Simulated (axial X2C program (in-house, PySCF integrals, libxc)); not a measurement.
# All-electron X2C curves of ITe

Aim: find the lowest determinant of ITe, scan the bond at several levels and fit the constants, once spin-free and once with spin–orbit coupling.

Method: all-electron X2C, I dyall-cv3z, Te dyall-cv3z; program: an in-house X2C program for linear molecules on PySCF integrals.

All values are calculated.

### 1 Input

task.json

```json
{
 "zs": [
  53,
  52
 ],
 "q": 0,
 "bas": [
  "dyall-cv3z",
  "dyall-cv3z"
 ],
 "levels": [
  "PBE0",
  "HF",
  "PBE50"
 ],
 "cc": true,
 "r0": 2.69,
 "thr": -1.0,
 "nmax": 90,
 "npts": 10,
 "nst": 2,
 "ntry": 6
}
```

Keys: zs atomic numbers; q charge; bas basis sets; levels methods (HF also brings MP2); cc coupled cluster on or off; r0 starting distance in Å; thr threshold in hartree for freezing inner shells (an s shell follows its p shell); nmax most natural virtual spinors; npts points asked for on the curve; nst determinants followed; ntry starts of the search.

Launch:

```bash
python so2c.py task.json out
```

Spin-free means the one-electron spin-free X2C Hamiltonian; two-component (2c) means X2C with spin–orbit coupling and atomic mean-field two-electron Coulomb and Gaunt terms. Basis: I dyall-cv3z contracted to [11s12p8d4f1g], Te dyall-cv3z contracted to [11s12p8d4f1g]; Gaussian nuclei, density fitting. Masses: I 126.904 u, Te 129.906 u.

Notation: σ, π±, δ± give the projection m of an orbital's angular momentum (0, ±1, ±2), α and β its spin, Λ and M_S the sums; ω is the projection of a spinor's total angular momentum and Ω the sum. Logs are in hartree.

The results follow Hamiltonian by Hamiltonian and level by level.

### 2 Search for the lowest determinant

Determinants are compared with PBE0 at 2.690 Å.

Spin-free determinants:

```tsv
ΔE (eV)	state	open shells
0.00	M_S = 1/2, Λ = 1	beyond closed shells: π+α, π+β, π-α
1.38	M_S = 3/2, Λ = 0	beyond closed shells: σα, π+α, π-α
1.80	M_S = 1/2, Λ = 0	beyond closed shells: σβ, π+α, π-α
2.26	M_S = 1/2, Λ = 0	beyond closed shells: σα, π+β, π-α
2.26	M_S = 1/2, Λ = 2	beyond closed shells: σα, π+α, π+β
3.62	M_S = 1/2, Λ = 0	beyond closed shells: σα
```

Two-component determinants:

```json
{"ΔE (eV)": "0.00", "state": "Ω = 3/2", "open shells": "excess of +ω over −ω: ω = 3/2"}
{"ΔE (eV)": "0.53", "state": "Ω = 1/2", "open shells": "excess of +ω over −ω: ω = 1/2"}
{"ΔE (eV)": "1.98", "state": "Ω = 1/2", "open shells": "excess of +ω over −ω: ω = 1/2"}
{"ΔE (eV)": "2.06", "state": "Ω = 1/2", "open shells": "excess of +ω over −ω: 2 × ω = -1/2, ω = 3/2"}
{"ΔE (eV)": "2.49", "state": "Ω = 5/2", "open shells": "excess of +ω over −ω: 2 × ω = 1/2, ω = 3/2"}
{"ΔE (eV)": "3.38", "state": "Ω = 7/2", "open shells": "excess of +ω over −ω: ω = 1/2, 2 × ω = 3/2"}
{"ΔE (eV)": "3.74", "state": "Ω = 5/2", "open shells": "excess of +ω over −ω: ω = -1/2, 2 × ω = 3/2"}
```

### 3 PBE0, spin-free

State followed: M_S = 1/2, Λ = 1 (beyond closed shells: π+α, π+β, π-α). The scan is laid around 2.668 Å, a first estimate of the minimum, and this SCF restarts from the orbitals of the search.

Output at 2.668 Å:

```text
spin-free X2C-1e  PBE0
basis functions 248  fitting functions 1259  grid points 5802
iter        total energy     max residual
   1     -13908.770891115     1.59e+00
   2     -13908.844408676     3.36e-03
   3     -13908.844457909     3.07e-03
   4     -13908.844464502     3.68e-04
   5     -13908.844465415     4.77e-04
   6     -13908.844466054     7.68e-05
   7     -13908.844466137     6.76e-05
   8     -13908.844466167     1.21e-05
   9     -13908.844466169     3.76e-06
converged
one-electron -20167.20093299  Coulomb 6071.98403088  exact exchange -88.77660199  xc functional -271.48229388  nuclear repulsion 546.63133182
```

Along the bond, energies from the lowest point:

| R (Å) | E (eV) | μ (D) | HOMO (eV) | LUMO (eV) | iterations |
| --- | --- | --- | --- | --- | --- |
| 2.321 | 0.9772 | -0.50 | -5.74 | -3.98 | 21 |
| 2.428 | 0.3749 | -0.25 | -5.90 | -4.13 | 13 |
| 2.508 | 0.1320 | -0.04 | -6.01 | -4.23 | 12 |
| 2.588 | 0.0181 | 0.17 | -6.12 | -4.33 | 12 |
| 2.668 | 0.0000 | 0.39 | -6.22 | -4.41 | 9 |
| 2.761 | 0.0656 | 0.65 | -6.34 | -4.51 | 12 |
| 2.855 | 0.1959 | 0.89 | -6.44 | -4.59 | 11 |
| 2.975 | 0.4222 | 1.20 | -6.56 | -4.69 | 13 |
| 3.122 | 0.7452 | 1.54 | -6.69 | -4.78 | 12 |

Dipoles are positive if Te is the positive end.

Outer orbitals at the reference distance:

```
symmetry  occupied  ε (eV)             atomic character
      σα       yes  -20.21   72% I s, 19% Te s, 6% Te p
      σβ       yes  -20.01   76% I s, 14% Te s, 6% Te p
      σα       yes  -16.99    69% Te s, 18% I s, 8% I p
      σβ       yes  -16.25   72% Te s, 14% I s, 10% I p
      σα       yes   -9.89   52% I p, 39% Te p, 5% Te s
      σβ       yes   -9.72   52% I p, 37% Te p, 6% Te s
     π-α       yes   -8.83            67% I p, 30% Te p
     π+α       yes   -8.83            67% I p, 30% Te p
     π+β       yes   -8.58            77% I p, 20% Te p
     π-β       yes   -8.33            83% I p, 14% Te p
     π+α       yes   -6.86            67% Te p, 30% I p
     π-α       yes   -6.86            67% Te p, 30% I p
     π+β       yes   -6.22            77% Te p, 20% I p
     π-β        no   -4.41    83% Te p, 14% I p, 2% I d
      σα        no   -2.83   45% Te p, 30% I p, 9% Te d
      σβ        no   -2.60    47% Te p, 28% I p, 9% I d
      σα        no    2.15  49% Te s, 23% I s, 12% Te d
```

PBE0 fields in the half plane through the axis: z from -2.4 to 4.8 Å across, distance from the axis 0.15 to 2.25 Å upwards; I lies at z = 0 and Te at z = 2.668 Å; the ELF is damped to zero where the density is low.

log10 density (e/bohr³). Ten even steps from '0' (-4.44 ) to '9' (1.84 ):
```
0011122222222222222222110
0012223333322233333322211
0122333444333333444333221
1123344444443344444443321
1223445555544444555444322
1233455565554455565544322
1234456777655556777654332
1234456898655556898654432
```

ELF. Ten even steps from '0' (0.00 ) to '9' (0.86 ):
```
0000124443100002455532000
0001356776310014788764200
0013578998631136899986310
0014789999852257999997410
0025799888874456667887520
0025886333576553233477520
0135763687257633887356420
0135744787437626488535420
```

Re = 2.645 Å, ωe = 224.1 cm⁻¹, ωexe = 0.432 cm⁻¹, Be = 0.03752 cm⁻¹, De = 2.20 eV, μ = 0.33 D.

### 4 HF, spin-free

The SCF at the reference distance of 2.668 Å:

```text
spin-free X2C-1e  HF
basis functions 248  fitting functions 1259  grid points 5802
iter        total energy     max residual
   1     -13903.691978271     3.51e-01
   2     -13903.726911956     9.29e-03
   3     -13903.728378447     1.32e-02
   4     -13903.728798290     4.34e-03
   5     -13903.728910458     1.34e-03
   6     -13903.728936193     1.26e-03
   7     -13903.728940839     2.46e-04
   8     -13903.728942070     1.82e-04
   9     -13903.728942729     1.74e-04
  10     -13903.728943172     8.57e-05
  11     -13903.728943355     5.48e-05
  12     -13903.728943396     2.23e-05
  13     -13903.728943402     5.73e-06
  14     -13903.728943402     1.60e-06
converged
one-electron -20164.83294921  Coulomb 6069.68959064  exact exchange -355.21691665  xc functional 0.00000000  nuclear repulsion 546.63133182
```

Re = 2.676 Å, ωe = 221.7 cm⁻¹, ωexe = 0.897 cm⁻¹, Be = 0.03668 cm⁻¹, De = 0.641 eV, μ = 0.99 D.

### 5 PBE50, spin-free

Output at 2.668 Å:

```text
spin-free X2C-1e  PBE50
basis functions 248  fitting functions 1259  grid points 5802
iter        total energy     max residual
   1     -13909.005987100     1.20e-01
   2     -13909.010455333     2.92e-03
   3     -13909.010550661     4.52e-03
   4     -13909.010623847     1.22e-03
   5     -13909.010631702     3.23e-04
   6     -13909.010633358     2.46e-04
   7     -13909.010633457     3.71e-05
   8     -13909.010633479     3.80e-05
   9     -13909.010633485     1.03e-05
converged
one-electron -20167.38955741  Coulomb 6072.21824589  exact exchange -177.58651102  xc functional -182.88414277  nuclear repulsion 546.63133182
```

Re = 2.626 Å, ωe = 232.1 cm⁻¹, ωexe = 0.405 cm⁻¹, Be = 0.03809 cm⁻¹, De = 2.00 eV, μ = 0.52 D.

### 6 Correlated methods, spin-free

Correlated methods: 13 electrons correlated (frozen shells, counted by type: I 4 s, 3 p, 2 d; Te 4 s, 3 p, 2 d), 295 virtual spinors in MP2, 90 natural virtuals in coupled cluster.

Output of the correlated part at 2.668 Å:

```text
correlated 13  virtual 295  natural virtual 90  E(MP2) -0.253476720  MP2 remainder -0.010837012
iter   CCSD correlation   residual
   1     -0.262863695   1.19e-01
   2     -0.270581817   4.30e-02
   3     -0.271598215   1.72e-02
   4     -0.271703510   9.08e-03
   5     -0.271808405   4.65e-03
   6     -0.271818863   1.99e-03
   7     -0.271826859   6.29e-04
   8     -0.271828260   1.85e-04
   9     -0.271827122   6.48e-05
  10     -0.271827533   2.51e-05
  11     -0.271827536   9.18e-06
(T) -0.011912043  T1 0.0255  D1 0.0803  max T2 0.105
```

T1 in the output is the amplitude norm over the root of the electron number; divide by √2 for the Lee–Taylor value.

MP2: No constants are quoted: the reference is strongly spin-contaminated.

CCSD: Re = 2.678 Å, ωe = 214.2 cm⁻¹, Be = 0.03661 cm⁻¹, De = 1.78 eV. T1 at Re = 0.018 (Lee–Taylor, the printed value over √2).

CCSD(T): Re = 2.682 Å, ωe = 212.0 cm⁻¹, Be = 0.03652 cm⁻¹, De = 1.91 eV. T1 at Re = 0.018 (Lee–Taylor, the printed value over √2).

### 7 A higher determinant, spin-free

State: M_S = 3/2, Λ = 0 (beyond closed shells: σα, π+α, π-α).

Output at the reference distance:

```text
spin-free X2C-1e  PBE0
basis functions 248  fitting functions 1259  grid points 5802
iter        total energy     max residual
   1     -13908.706690560     1.63e+00
   2     -13908.791158393     5.17e-03
   3     -13908.791232980     4.57e-03
   4     -13908.791239477     6.77e-04
   5     -13908.791242671     1.16e-03
   6     -13908.791244069     1.39e-04
   7     -13908.791244220     8.63e-05
   8     -13908.791244247     3.24e-05
   9     -13908.791244250     3.80e-06
converged
one-electron -20167.39749618  Coulomb 6072.26831924  exact exchange -88.78616216  xc functional -271.50723696  nuclear repulsion 546.63133182
```

| R (Å) | E above the lowest PBE0 point (eV) |
| --- | --- |
| 2.321 | 3.630 |
| 2.428 | 2.629 |
| 2.508 | 2.100 |
| 2.588 | 1.717 |
| 2.668 | 1.448 |
| 2.761 | 1.246 |
| 2.855 | 1.134 |
| 2.975 | 1.087 |
| 3.122 | 1.127 |

No constants are quoted: too few points lie around the minimum for a second fit to confirm the first.

### 8 The spin-free curves together

Energy (eV) of the followed determinant, spin-free, from each level's lowest point:

| R (Å) | PBE0 | HF | MP2 (spin-contaminated) | CCSD | CCSD(T) | PBE50 |
| --- | --- | --- | --- | --- | --- | --- |
| 2.321 | 0.977 | 1.166 | 1.077 | n/a | n/a | 0.891 |
| 2.428 | 0.375 | 0.491 | 0.433 | 0.483 | 0.491 | 0.316 |
| 2.508 | 0.132 | 0.202 | 0.166 | 0.199 | 0.205 | 0.094 |
| 2.588 | 0.018 | 0.050 | 0.033 | 0.050 | 0.052 | 0.000 |
| 2.668 | 0.000 | 0.000 | 0.000 | 0.000 | 0.000 | 0.001 |
| 2.761 | 0.066 | 0.036 | 0.054 | 0.033 | 0.030 | 0.089 |
| 2.855 | 0.196 | 0.140 | 0.194 | 0.137 | 0.129 | 0.240 |
| 2.975 | 0.422 | 0.307 | 0.550 | 0.349 | 0.336 | 0.493 |
| 3.122 | 0.745 | 0.466 | 0.987 | n/a | n/a | 0.843 |

### 9 PBE0, 2c

State followed: Ω = 3/2 (excess of +ω over −ω: ω = 3/2). The scan is laid around 2.668 Å, a first estimate of the minimum, and this SCF restarts from the orbitals of the search.

Output at 2.668 Å:

```text
two-component X2C + atomic mean field  PBE0
basis functions 248  fitting functions 1259  grid points 5802
iter        total energy     max residual
   1     -13902.953292283     1.38e+00
   2     -13903.027268286     2.94e-03
   3     -13903.027320005     2.71e-03
   4     -13903.027326858     3.53e-04
   5     -13903.027327681     4.36e-04
   6     -13903.027328392     6.41e-05
   7     -13903.027328471     5.97e-05
   8     -13903.027328503     1.07e-05
   9     -13903.027328505     3.96e-06
converged
one-electron -20150.23720871  Coulomb 6069.00125665  exact exchange -88.72259890  xc functional -271.32795853  nuclear repulsion 546.63133182  atomic mean-field constant -8.37215083
```

Along the bond, energies from the lowest point:

| R (Å) | E (eV) | μ (D) | HOMO (eV) | LUMO (eV) | iterations |
| --- | --- | --- | --- | --- | --- |
| 2.321 | 1.0147 | -0.52 | -5.97 | -3.68 | 24 |
| 2.428 | 0.4020 | -0.26 | -6.12 | -3.83 | 16 |
| 2.508 | 0.1508 | -0.05 | -6.23 | -3.93 | 13 |
| 2.588 | 0.0279 | 0.16 | -6.34 | -4.02 | 12 |
| 2.668 | 0.0000 | 0.39 | -6.44 | -4.11 | 9 |
| 2.761 | 0.0529 | 0.65 | -6.55 | -4.21 | 12 |
| 2.855 | 0.1690 | 0.92 | -6.64 | -4.29 | 11 |
| 2.975 | 0.3743 | 1.26 | -6.75 | -4.39 | 13 |
| 3.122 | 0.6674 | 1.65 | -6.85 | -4.49 | 13 |

Dipoles are positive if Te is the positive end.

Outer spinors at the reference distance:

| ω | occupied | ε (eV) | atomic character | λ mixture |
| --- | --- | --- | --- | --- |
| 1/2 | yes | -20.18 | 72% I s, 18% Te s, 6% Te p | 100% σ |
| -1/2 | yes | -19.98 | 76% I s, 14% Te s, 6% Te p | 100% σ |
| 1/2 | yes | -16.93 | 70% Te s, 17% I s, 8% I p | 100% σ |
| -1/2 | yes | -16.20 | 72% Te s, 14% I s, 10% I p | 100% σ |
| 1/2 | yes | -9.96 | 55% I p, 36% Te p, 5% Te s | 94% σ, 6% π |
| -1/2 | yes | -9.81 | 58% I p, 32% Te p, 6% Te s | 90% σ, 10% π |
| -1/2 | yes | -9.10 | 62% I p, 35% Te p | 92% π, 8% σ |
| 1/2 | yes | -8.86 | 73% I p, 24% Te p | 95% π, 5% σ |
| 3/2 | yes | -8.52 | 67% I p, 31% Te p | 100% π |
| -3/2 | yes | -8.01 | 82% I p, 15% Te p, 2% Te d | 100% π |
| -1/2 | yes | -7.06 | 67% Te p, 30% I p | 97% π, 3% σ |
| 3/2 | yes | -6.51 | 67% Te p, 30% I p | 100% π |
| 1/2 | yes | -6.44 | 76% Te p, 21% I p | 98% π, 2% σ |
| -3/2 | no | -4.11 | 82% Te p, 15% I p, 2% I d | 100% π |
| 1/2 | no | -2.76 | 46% Te p, 29% I p, 9% Te d | 99% σ, 1% π |
| -1/2 | no | -2.54 | 47% Te p, 28% I p, 9% I d | 99% σ, 1% π |
| 1/2 | no | 2.16 | 49% Te s, 23% I s, 12% Te d | 100% σ |

PBE0 fields in the half plane through the axis: z from -2.4 to 4.8 Å across, distance from the axis 0.15 to 2.25 Å upwards; I lies at z = 0 and Te at z = 2.668 Å; the ELF is damped to zero where the density is low.

log10 density (e/bohr³). Ten even steps from '0' (-4.43 ) to '9' (1.84 ):
```
0011122222222222222221110
0012223333322233333322211
0122333444333333444333221
1123344444443344444443321
1223445555544444555444322
1233455565554455565544322
1234456777655556777654332
1234456898655556898654432
```

ELF. Ten even steps from ' ' (0.00 ) to '@' (0.85 ):
```
        ..::======--..        ::==++++++--::      
      ..--++**####**--..    ..==##%%%%##**==::    
    ..--++##%%@@@@%%**--....--**%%@@@@@@%%**--..  
    ::==##%%@@@@@@@@%%++::::++##@@@@@@@@@@##==..  
    ::++%%@@@@%%%%%%%%##====++******##%%%%##++::  
  ..--++%%%%**------++##**++++--------==####++::  
  ..--**##**--**%%##::++##**----%%%%##--++**++::  
  ..--++##====##%%##==--##**::**==%%%%++--++==::  
```

Re = 2.656 Å, ωe = 217.9 cm⁻¹, ωexe = 0.473 cm⁻¹, Be = 0.03722 cm⁻¹, De = 1.98 eV, μ = 0.35 D.

### 10 HF, 2c

The SCF at the reference distance of 2.668 Å:

```text
two-component X2C + atomic mean field  HF
basis functions 248  fitting functions 1259  grid points 5802
iter        total energy     max residual
   1     -13897.867166685     4.10e-01
   2     -13897.901949512     8.95e-03
   3     -13897.903404410     1.54e-02
   4     -13897.903835013     5.16e-03
   5     -13897.903957791     1.66e-03
   6     -13897.903987288     1.57e-03
   7     -13897.903992552     2.73e-04
   8     -13897.903993634     1.67e-04
   9     -13897.903993952     1.21e-04
  10     -13897.903994112     5.35e-05
  11     -13897.903994178     3.72e-05
  12     -13897.903994200     2.32e-05
  13     -13897.903994205     7.43e-06
  14     -13897.903994206     3.67e-06
  15     -13897.903994206     2.29e-06
converged
one-electron -20147.85544790  Coulomb 6066.69226950  exact exchange -354.99999680  xc functional 0.00000000  nuclear repulsion 546.63133182  atomic mean-field constant -8.37215083
```

No constants are quoted: the points don't follow one smooth fit.

### 11 PBE50, 2c

The SCF at the reference distance of 2.668 Å:

```text
two-component X2C + atomic mean field  PBE50
basis functions 248  fitting functions 1259  grid points 5802
iter        total energy     max residual
   1     -13903.186101901     1.40e-01
   2     -13903.190543197     2.76e-03
   3     -13903.190635406     5.23e-03
   4     -13903.190709147     1.41e-03
   5     -13903.190717370     2.93e-04
   6     -13903.190719221     2.91e-04
   7     -13903.190719339     3.82e-05
   8     -13903.190719366     4.26e-05
   9     -13903.190719372     9.13e-06
converged
one-electron -20150.41937127  Coulomb 6069.22861598  exact exchange -177.47824465  xc functional -182.78090043  nuclear repulsion 546.63133182  atomic mean-field constant -8.37215083
```

Re = 2.635 Å, ωe = 226.8 cm⁻¹, ωexe = 0.447 cm⁻¹, Be = 0.03783 cm⁻¹, De = 1.78 eV, μ = 0.54 D.

### 12 MP2 and beyond, 2c

Correlated methods: 13 electrons correlated (frozen shells, counted by type: I 4 s, 3 p, 2 d; Te 4 s, 3 p, 2 d), 295 virtual spinors in MP2, 90 natural virtuals in coupled cluster.

Output of the correlated part at 2.668 Å:

```text
correlated 13  virtual 295  natural virtual 90  E(MP2) -0.252448703  MP2 remainder -0.010839257
iter   CCSD correlation   residual
   1     -0.261690777   1.18e-01
   2     -0.269307493   4.24e-02
   3     -0.270308495   1.70e-02
   4     -0.270410914   8.91e-03
   5     -0.270511554   4.51e-03
   6     -0.270520534   1.89e-03
   7     -0.270528112   6.08e-04
   8     -0.270529358   1.85e-04
   9     -0.270528219   7.69e-05
  10     -0.270528635   4.14e-05
  11     -0.270528660   2.34e-05
  12     -0.270528840   1.12e-05
  13     -0.270528813   4.98e-06
  14     -0.270528834   2.39e-06
  15     -0.270528841   1.28e-06
(T) -0.011759592  T1 0.0253  D1 0.0789  max T2 0.068
```

MP2: No constants are quoted: the reference is strongly spin-contaminated.

CCSD: Re = 2.687 Å, ωe = 207.3 cm⁻¹, Be = 0.03637 cm⁻¹, De = 1.48 eV. T1 at Re = 0.018 (Lee–Taylor, the printed value over √2).

CCSD(T): Re = 2.691 Å, ωe = 205.0 cm⁻¹, Be = 0.03626 cm⁻¹, De = 1.60 eV. T1 at Re = 0.018 (Lee–Taylor, the printed value over √2).

### 13 A higher determinant, 2c

State: Ω = 1/2 (excess of +ω over −ω: ω = 1/2).

Output at the reference distance:

```text
two-component X2C + atomic mean field  PBE0
basis functions 248  fitting functions 1259  grid points 5802
iter        total energy     max residual
   1     -13902.933806092     1.38e+00
   2     -13903.007788045     2.94e-03
   3     -13903.007839760     2.72e-03
   4     -13903.007846584     3.48e-04
   5     -13903.007847447     4.21e-04
   6     -13903.007848102     6.42e-05
   7     -13903.007848180     5.86e-05
   8     -13903.007848210     1.08e-05
   9     -13903.007848212     3.84e-06
converged
one-electron -20149.85909035  Coulomb 6068.63652296  exact exchange -88.72130027  xc functional -271.32316155  nuclear repulsion 546.63133182  atomic mean-field constant -8.37215083
```

| R (Å) | E above the lowest PBE0 point (eV) |
| --- | --- |
| 2.321 | 1.552 |
| 2.428 | 0.938 |
| 2.508 | 0.685 |
| 2.588 | 0.560 |
| 2.668 | 0.530 |
| 2.761 | 0.581 |
| 2.855 | 0.694 |
| 2.975 | 0.897 |
| 3.122 | 1.185 |

Re = 2.659 Å, ωe = 216.8 cm⁻¹, ωexe = 0.467 cm⁻¹, Be = 0.03715 cm⁻¹, μ = 0.26 D. Te = 0.53 eV.

### 14 The 2c curves together

Energy (eV) of the followed determinant, 2c, from each level's lowest point:

| R (Å) | PBE0 | HF | MP2 (spin-contaminated) | CCSD | CCSD(T) | PBE50 |
| --- | --- | --- | --- | --- | --- | --- |
| 2.321 | 1.015 | 1.194 | 1.105 | n/a | n/a | 0.923 |
| 2.428 | 0.402 | 0.511 | 0.453 | 0.502 | 0.511 | 0.339 |
| 2.508 | 0.151 | 0.217 | 0.180 | 0.212 | 0.218 | 0.110 |
| 2.588 | 0.028 | 0.058 | 0.040 | 0.056 | 0.059 | 0.008 |
| 2.668 | 0.000 | 0.000 | 0.000 | 0.000 | 0.000 | 0.000 |
| 2.761 | 0.053 | 0.026 | 0.043 | 0.024 | 0.020 | 0.076 |
| 2.855 | 0.169 | 0.120 | 0.171 | 0.118 | 0.110 | 0.215 |
| 2.975 | 0.374 | 0.257 | 0.566 | 0.334 | 0.323 | 0.448 |
| 3.122 | 0.667 | 0.364 | 0.955 | n/a | n/a | 0.773 |

The whole job took 4.4 min on 1 thread of Arm Neoverse V1, shared host; peak memory 0.94 GiB.

### 15 What came out

Lowest determinant that the search found at its distance, spin-free: M_S = 1/2, Λ = 1 (beyond closed shells: π+α, π+β, π-α).

Lowest determinant that the search found at its distance, 2c: Ω = 3/2 (excess of +ω over −ω: ω = 3/2).

```
Hamiltonian    level  Re (Å)  ωe (cm⁻¹)  De (eV)  μ (D)
  spin-free     PBE0   2.645      224.1     2.20   0.33
  spin-free       HF   2.676      221.7    0.641   0.99
  spin-free     CCSD   2.678      214.2     1.78    n/a
  spin-free  CCSD(T)   2.682      212.0     1.91    n/a
  spin-free    PBE50   2.626      232.1     2.00   0.52
         2c     PBE0   2.656      217.9     1.98   0.35
         2c     CCSD   2.687      207.3     1.48    n/a
         2c  CCSD(T)   2.691      205.0     1.60    n/a
         2c    PBE50   2.635      226.8     1.78   0.54
```

Dipoles are positive if Te is the positive end. No constants: spin-free MP2 (the reference is strongly spin-contaminated); 2c HF (the points don't follow one smooth fit); 2c MP2 (the reference is strongly spin-contaminated).

Time per point (s) on 1 thread of Arm Neoverse V1, shared host (2c runs; CCSD comes with the CCSD(T) run); the times are rough: PBE0 2.2, CCSD(T) 8.8, PBE50 2.3.

In words: At CCSD(T), going from spin-free to two-component changes Re by +9 mÅ, ωe by -3.3 %, so spin–orbit coupling matters for this bond. De moves by -0.30 eV; both De rest on single-determinant atoms, which can miss part of an open shell's spin–orbit lowering.

De refers to I + Te, each in the lowest determinant found, which need not be this curve's own limit. The state is a single determinant with fixed occupations, the lowest that a limited PBE0 search found. De is counted from the lowest determinant-based energies of the atoms at the same level, without counterpoise correction. Density functionals use the spin component along the axis (collinear). CCSD and (T) use frozen natural virtuals with an MP2 correction for the truncation. The spin-free determinant is spin-contaminated at some levels. With the outer-core shells frozen, correlated bond lengths of heavy atoms tend to come out a few hundredths of an ångström too long.
